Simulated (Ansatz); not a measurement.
# CH₂Se (quintet): wave-function methods side by side, cc-pVDZ

Aim: climb from Hartree-Fock through coupled cluster and multireference methods for CH₂Se (quintet) at one geometry and basis, and see what each rung misses.

Method: cc-pVDZ, core rule «outside noble gas», up to 15 orbitals frozen; program: Ansatz 0.2.0, Gaussian basis.

Plan: UHF; CCSD(T) on ROHF; CCSD(T) on UHF; BCCD(T) on ROHF; CISD; CCSDT(Q) on ROHF; CCSDT(Q) on UHF; CASSCF and MRCISD+Q, 12 electrons in 10 orbitals; CASSCF and MRCISD+Q(relaxed), 12 electrons in 10 orbitals; CASSCF and NEVPT2, 12 electrons in 10 orbitals.

29 further runs of the same task are left out: 13 that didn't finish, 16 set aside as unsound or not needed.

## (1) The geometry

The geometry is a PBE0/def2-TZVP stationary point (not a proven minimum) of the parent state, kept for this charge and spin. No spin-orbit coupling is included. The filled d shell of Se may be among the frozen orbitals whatever the setting's name suggests; the logs give the count.

4 atoms, charge 0, spin multiplicity 5.

Atoms are counted from 1 here; the program's logs count them from 0.

Bond lengths: C1–Se2 1.825 Å, C1–H3 1.086 Å, Se2–H4 1.481 Å. Angles: Se2–C1–H3 130.4°, C1–Se2–H4 97.5°.

## (2) UHF

in.yaml

```yaml
crystal:
  periodic: [false, false, false]
  atoms:
    - {symbol: C, position_ang: [-0.138178, 0.063138, 1.556475]}
    - {symbol: Se, position_ang: [0.012399, -0.027633, -0.259811]}
    - {symbol: H, position_ang: [0.619602, -0.016251, 2.330305]}
    - {symbol: H, position_ang: [0.055644, 1.428588, -0.524289]}
basis:
  gaussian: {orbitals: cc-pVDZ}
magnetization: {spin_polarized: true, initial_magnetization: 4}
hamiltonian: {xc: hf}
output: {orbitals: {seedname: orbitals}}
```

Launch:

```console
ansatz run in.yaml --threads 1 --pin off --events-out ev --progress --plain --max-ram 2393MiB
```

Further steps of the session: CCSD(T) on ROHF; CCSD(T) on UHF; BCCD(T) on ROHF; CISD; CCSDT(Q) on ROHF; CCSDT(Q) on UHF; CASSCF and MRCISD+Q, 12 electrons in 10 orbitals; CASSCF and MRCISD+Q(relaxed), 12 electrons in 10 orbitals; CASSCF and NEVPT2, 12 electrons in 10 orbitals.

Before running them: what should the planned runs give, taken together? Wanted: UCCSDT(Q) below the RHF energy; RMP2 from UCCSDT(Q); UMP2 from UCCSDT(Q); RCCSD from UCCSDT(Q); RCCSD(T) from UCCSDT(Q); UCCSD(T) from UCCSDT(Q); RCCSDT(Q) from UCCSDT(Q); NEVPT2 valence from UCCSDT(Q); MRCISD+Q valence from UCCSDT(Q).

As calculated:

| quantity | value |
| --- | --- |
| UCCSDT(Q) below the RHF energy | -6.4330 eV |
| RMP2 from UCCSDT(Q) | +25.22 kcal/mol |
| UMP2 from UCCSDT(Q) | +26.12 kcal/mol |
| RCCSD from UCCSDT(Q) | +4.48 kcal/mol |
| RCCSD(T) from UCCSDT(Q) | +0.95 kcal/mol |
| UCCSD(T) from UCCSDT(Q) | +0.84 kcal/mol |
| RCCSDT(Q) from UCCSDT(Q) | +0.13 kcal/mol |
| NEVPT2 valence from UCCSDT(Q) | +26.11 kcal/mol |
| MRCISD+Q valence from UCCSDT(Q) | +1.07 kcal/mol |
| MRCISD+Q(relaxed) valence from UCCSDT(Q) | +0.25 kcal/mol |
| levels within 1 kcal/mol (43 meV) | RCCSD(T), UCCSD(T), BCCD(T), RCCSDT, UCCSDT, RCCSDT(Q), MRCISD+Q(relaxed) valence |
| T1 diagnostic | 0.037 |
| effectively unpaired electrons | 4.01 |

What this shows: RCCSD(T) misses by +0.95 kcal/mol, 0.6 % of the correlation energy. One determinant dominates. Of the multireference levels listed MRCISD+Q(relaxed) valence comes nearest in total energy (+0.25 kcal/mol), which doesn't show that its space is the better one. These misses are within one basis, not against nature; the frozen cores of restricted and unrestricted runs differ, which can shift their rows.
